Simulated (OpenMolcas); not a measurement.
**CH6FNSn (SMILES [CH3][SnH]([NH2])[F]) at 6 levels**

We compute a comparison of 6 runs (HF/3-21G, B3LYP/def2-SVP, M06-2X/def2-SVP, M06-L/def2-SVP, PBE/def2-SVP, MP2/def2-SVP) of CH6FNSn. 

The calculation is run with OpenMolcas 26.06.

## (1) The molecule

CH6FNSn has 10 atoms, charge 0, and is taken as a singlet. As SMILES, `[CH3][SnH]([NH2])[F]`. The Sn2–H8 distance was set to 3.068 Å, away from the relaxed value. At this shape a bond of the SMILES string is far longer than usual.

Bond lengths: C1–Sn2 2.121 Å, Sn2–N3 2.000 Å, Sn2–F4 1.931 Å, C1–H5 1.090 Å, C1–H6 1.090 Å, C1–H7 1.089 Å, N3–H9 1.008 Å, N3–H10 1.008 Å. Some angles: C1–Sn2–N3 111.9°, C1–Sn2–F4 103.5°, N3–Sn2–F4 105.0°, Sn2–C1–H5 108.9°, Sn2–C1–H6 110.7°, Sn2–C1–H7 109.4°, Sn2–N3–H9 117.9°, Sn2–N3–H10 118.0°, H5–C1–H6 109.4°, H5–C1–H7 109.0°.

## (2) A single-point energy at HF/3-21G (run 1)

The input, test.inp:

```
&gateway
 baslib=$CurrDir
 coord
 10
 angstrom
 C       -1.364011       1.111062       1.623564
 Sn      -0.353311      -0.499938       0.685164
 N        1.181489      -1.161038       1.783764
 F       -1.649311      -1.931238       0.724564
 H       -1.532211       0.859562       2.670864
 H       -0.773111       2.024862       1.560764
 H       -2.326011       1.266662       1.136664
 H        0.413300      -0.329300      -2.280300
 H        1.378989      -0.686538       2.651164
 H        2.040889      -1.387838       1.308264
 basis=3-21G
 group=NoSym

&seward

&scf
 thresholds=1e-10 1e-07 1e-07 1e-05
 prorbitals=1 1
```

The basis set 3-21G is read from a file made from the Basis Set Exchange's data (not shown).

Run with:

```bash
export MOLCAS_MEM=1860
pymolcas test.inp > test.log
```

Log:

```text
--- Start Module: gateway ---
[...]
--- Stop Module: gateway /rc=_RC_ALL_IS_WELL_ ---
--- Start Module: seward ---
[...]
      Basis functions           70
--- Stop Module: seward /rc=_RC_ALL_IS_WELL_ ---
[...]
--- Start Module: scf ---
[...]
       Convergence after  15 Iterations
[...]
::    Total SCF energy                              -6190.3812154761
[...]
      Total spin, S                                     0.0000000000
[...]
      Total electronic charge=   78.000000
      Total            charge=   -0.000000
[...]
      Dipole Moment (debye):
      Origin of the operator (angstrom)=   -0.4348   -0.5721    0.8627
                   X=  1.8833E+00               Y=  3.6283E+00               Z=  2.5840E+00           Total=  4.8361E+00
      Quadrupole Moment (debye*angstrom):
[...]
--- Stop Module: scf /rc=_RC_ALL_IS_WELL_ ---
[...]
```

Run time: 5.1 s. Hardware: 1 thread of Intel Xeon Platinum 8259CL at 2.50GHz (Skylake/Cascade Lake), shared host; peak memory 0.42 GiB.

## (3) The energy at B3LYP/def2-SVP (core potential) (run 2)

The input, test.inp:

```
&GATEWAY
BasLib
$CurrDir
Coord
10
bohr
C     -2.57760722     2.09960289     3.06809131
Sn    -0.66766103    -0.94474590     1.29477231
N      2.23269063    -2.19404384     3.37082543
F     -3.11674608    -3.64951090     1.36922752
H     -2.89545916     1.62433677     5.04720148
H     -1.46096805     3.82643462     2.94941651
H     -4.39552375     2.39364427     2.14798366
H      0.78102381    -0.62228681    -4.30914248
H      2.60591154    -1.29736879     5.00997387
H      3.85672126    -2.62263373     2.47226066
Basis
def2-SVP
Group
NoSym
&SEWARD
GridInput
Grid=UltraFine
End of Grid
&SCF
KSDFT
B3LYP
Thresholds
1e-10 1e-07 1e-07 1e-05
PrOrbitals
1 1
```

The basis set def2-SVP is read from a file made from the Basis Set Exchange's data (not shown).

Run with:

```bash
export MOLCAS_MEM=1860
pymolcas test.inp > test.log
```

Log:

```text
--- Start Module: gateway ---
[...]
--- Stop Module: gateway /rc=_RC_ALL_IS_WELL_ ---
--- Start Module: seward ---
[...]
      Basis functions           98
--- Stop Module: seward /rc=_RC_ALL_IS_WELL_ ---
[...]
--- Start Module: scf ---
[...]
       Convergence after  21 Iterations
[...]
::    Total KS-DFT energy                            -410.4389663410
[...]
      Total spin, S                                     0.0000000000
[...]
      Total electronic charge=   50.000000
      Total            charge=   -0.000000
[...]
      Dipole Moment (debye):
      Origin of the operator (angstrom)=   -0.4348   -0.5721    0.8627
                   X=  1.5602E+00               Y=  3.1399E+00               Z=  2.9841E+00           Total=  4.6041E+00
      Quadrupole Moment (debye*angstrom):
[...]
--- Stop Module: scf /rc=_RC_ALL_IS_WELL_ ---
[...]
```

Run time: 52 s. Hardware: 1 thread of Intel Xeon Platinum 8259CL at 2.50GHz (Skylake/Cascade Lake), shared host; peak memory 0.55 GiB.

Runs 3 to 5 aren't shown in full; the table further down has their settings and results.

## (4) A single-point energy at MP2/def2-SVP (core potential) (run 6)

The input, calc.inp:

```
>>> EXPORT MOLCAS_PRINT=2

&gateway
  baslib
  $CurrDir
  basisset
  C.def2-SVP....
  C1 -1.364011 1.111062 1.623564 angstrom
  End of Basis
  basisset
  Sn.def2-SVP....
  Sn2 -0.353311 -0.499938 0.685164 angstrom
  End of Basis
  basisset
  N.def2-SVP....
  N3 1.181489 -1.161038 1.783764 angstrom
  End of Basis
  basisset
  F.def2-SVP....
  F4 -1.649311 -1.931238 0.724564 angstrom
  End of Basis
  basisset
  H.def2-SVP....
  H5 -1.532211 0.859562 2.670864 angstrom
  H6 -0.773111 2.024862 1.560764 angstrom
  H7 -2.326011 1.266662 1.136664 angstrom
  H8 0.413300 -0.329300 -2.280300 angstrom
  H9 1.378989 -0.686538 2.651164 angstrom
  H10 2.040889 -1.387838 1.308264 angstrom
  End of Basis

&seward

&scf
  thresholds
  1e-10 1e-07 1e-07 1e-05
  prorbitals
  1 2

&mbpt2
  frozen
  7
```

The basis set def2-SVP is read from a file made from the Basis Set Exchange's data (not shown).

Run with:

```bash
export MOLCAS_MEM=1860
pymolcas calc.inp > calc.log
```

Log:

```text
--- Start Module: gateway ---
[...]
--- Stop Module: gateway /rc=_RC_ALL_IS_WELL_ ---
[...]
      Basis functions           98
[...]
--- Start Module: scf ---
[...]
       Convergence after  15 Iterations
[...]
::    Total SCF energy                               -408.3237832467
[...]
      Total spin, S                                     0.0000000000
[...]
      Total electronic charge=   50.000000
      Total            charge=   -0.000000
[...]
      Dipole Moment (debye):
      Origin of the operator (angstrom)=   -0.4348   -0.5721    0.8627
                   X=  1.6123E+00               Y=  3.6956E+00               Z=  3.3568E+00           Total=  5.2464E+00
      Quadrupole Moment (debye*angstrom):
[...]
--- Stop Module: scf /rc=_RC_ALL_IS_WELL_ ---
[...]
--- Start Module: mbpt2 ---
[...]
WARNING!
Default frozen orbitals as non valence orbitals is overwritten by user input.
Default values:   3
[...]
       Reference weight ( Cref**2 )         =        0.81747
::    Total MBPT2 energy                             -408.9611704694
[...]
      Total MBPT2 calculations                           0.60      0.73
--- Stop Module: mbpt2 /rc=_RC_ALL_IS_WELL_ ---
[...]
```

Run time: 14 s. Hardware: 1 thread of Intel Xeon Platinum 8259CL at 2.50GHz (Skylake/Cascade Lake), shared host; peak memory 0.55 GiB.

## (5) All runs side by side

```tsv
run	level	integration grid	frozen core orbitals	energy (Eh)	dipole moment (D) of the reference	HOMO energy (eV)	LUMO energy (eV)	wall time
1	HF/3-21G	–	–	-6190.381215	4.84	-8.49	-0.06	5.1 s
2	B3LYP/def2-SVP (core potential)	UltraFine	–	-410.438966	4.60	-6.52	-3.52	52 s
3	M06-2X/def2-SVP (core potential)	UltraFine	–	-410.202344	4.77	-7.48	-2.41	61 s
4	M06-L/def2-SVP (core potential)	UltraFine	–	-410.505230	4.63	-5.95	-3.85	73 s
5	PBE/def2-SVP (core potential)	UltraFine	–	-410.144521	4.43	-5.70	-3.88	62 s
6	MP2/def2-SVP (core potential)	–	7	-408.961170	5.25	-8.70	-0.43	14 s
```

## (6) What came out

| quantity | value |
| --- | --- |
| run 6: total energy | -408.96117 Eh |
| run 6: dipole moment (mean-field density) | 5.25 D |
| run 6: HOMO energy (Hartree–Fock orbitals) | -8.70 eV |
| run 6: LUMO energy (Hartree–Fock orbitals) | -0.43 eV |
| run 6: HOMO–LUMO gap (Hartree–Fock orbitals) | 8.27 eV |
| run 6: correlation energy (7 core orbitals frozen) | -637.4 mEh |

In words: Over runs 1, 2, 3, 4, 5 the dipole moment (its size) runs from 4.43 D (PBE/def2-SVP) to 4.84 D (HF/3-21G). The two ends differ in method and basis and core potential. Over runs 1, 2, 3, 4, 5 the HOMO–LUMO gap runs from 1.82 eV (PBE/def2-SVP) to 8.42 eV (HF/3-21G). Totals of different functionals can't be ranked against each other. Some runs of one species differ in core potentials or relativity; totals across that change don't compare. In runs 1, 2, 3, 4, 5, 6 a closed-shell determinant meets a far-stretched bond, which it describes badly. In run 1 relativity is left out where basis or elements ask for it. All runs together took 4.4 min, the longest 73 s.
